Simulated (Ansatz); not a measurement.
**TlPd3: properties at the relaxed cell**

The task here is to estimate one member of a computed series from the others.

Computed with Ansatz 0.2.0 (DFT PBEsol, scalar-relativistic, plane waves, PAW, unless a step's input says otherwise).

1 further run of the same task is left out (set aside as unsound or not needed).

## The starting structure

It takes space group I4/mmm (No. 139, tetragonal). The conventional cell has a = 4.130 Å, b = 4.130 Å, c = 7.550 Å, α = 90.00°, β = 90.00°, γ = 90.00°. Tl (site symmetry 4/mmm) has 12 Pd at 2.80 to 2.92 Å in its first shell of neighbours. Around Pd (site symmetry -4m2) lie 4 Tl at 2.80 Å and 8 Pd at 2.80 to 2.92 Å. Around Pd (site symmetry 4/mmm) lie 8 Pd at 2.80 Å and 4 Tl at 2.92 Å.

As a file:

```xyz
4
Lattice="-2.0650 2.0650 3.7749 2.0650 -2.0650 3.7749 2.0650 2.0650 -3.7749" Properties=species:S:1:pos:R:3 pbc="T T T"
Tl    0.0000    0.0000    0.0000
Pd    0.0000    2.0650    1.8874
Pd    2.0650    0.0000    1.8874
Pd    0.0000    0.0000    3.7749
```

This cell was relaxed beforehand with the same method: volume 16.10 Å³/atom, gap on the mesh none (metal).

Set-up of the first run:

The input, input.yaml:

```yaml
crystal:
  lattice:
    - [-2.0649725397, 2.0649725397, 3.7748726243]
    - [2.0649725397, -2.0649725397, 3.7748726243]
    - [2.0649725397, 2.0649725397, -3.7748726243]
  atoms:
    - { symbol: Tl, position: [0.0, 0.0, 0.0] }
    - { symbol: Pd, position: [0.75, 0.25, 0.5] }
    - { symbol: Pd, position: [0.25, 0.75, 0.5] }
    - { symbol: Pd, position: [0.5, 0.5, 0.0] }
basis:
  ecutwfc: 420
kpoints:
  mp_grid: { grid: [14, 14, 14] }
  band_path:
    path:
      - [[0.0, 0.0, 0.0], [0.0, 0.0, 0.5], [0.25, 0.25, 0.25], [0.0, 0.5, 0.0], [0.0, 0.0, 0.0], [0.5, 0.5, -0.5], [0.32481074, 0.67518926, -0.32481074]]
      - [[-0.32481074, 0.32481074, 0.32481074], [0.0, 0.0, 0.0]]
      - [[0.0, 0.0, 0.5], [-0.14962149, 0.14962149, 0.5]]
      - [[0.5, 0.5, -0.14962149], [0.5, 0.5, -0.5]]
    npoints: 14
hamiltonian:
  xc: pbesol
scf:
  occupations: { method: gaussian, width: 0.1 }
  n_extra_bands: 10
output:
  forces: true
  stress: true
  eigenvalues: true
  populations: true
  dos: { projected: true, de: 0.02, nscf_kmesh: { grid: [21, 21, 21] } }
  bader: true
  write_density: true
  write_potential: true
  elf: true
  volumetric_format: npy
```

Run with:

```
$ ansatz run input.yaml --threads 1 --pin off --max-ram 2560MiB --backend cpu --events-out ev --progress --plain --runs-dir out
```

Among the steps run: Static run: bands, density of states and charges; Back to the database's cell; Point at V/V0 = 0.97; Point at V/V0 = 1.03; The cell scaled to 0.94 of its volume; Point at V/V0 = 1.06; Volume × 0.91; The cell scaled to 1.10 of its volume; Volume × 0.88.

One of the session's tables, all rows but one given; the rest of the session is left out.

It belongs to the step «Equation of state». 

```
volume (Å³/atom)  energy above the lowest point (meV/atom)  pressure (GPa)
          14.165                                     157.1           29.90
          14.648                                      82.2           20.14
          15.131                                      34.0           12.11
          15.614                                       7.9            5.47
          16.096                                       0.0            0.00
          16.579                                         ?               ?
          17.062                                      26.3           -8.18
          17.706                                      67.3          -12.06
```

Estimate the missing values for volume (Å³/atom) = 16.579.

Worked estimate for «energy above the lowest point (meV/atom)». A straight line through the neighbours (16.096, 0.0) and (17.062, 26.3) gives 0.0 + (26.3 − 0.0) × (16.579 − 16.096) / (17.062 − 16.096) = 13.2; a parabola fitted to 4 rows on both sides gives 7.3.

The run gave: energy above the lowest point (meV/atom): 7.0; pressure (GPa): -4.49. In «energy above the lowest point (meV/atom)» the line misses by +6.2 and the parabola by +0.3.
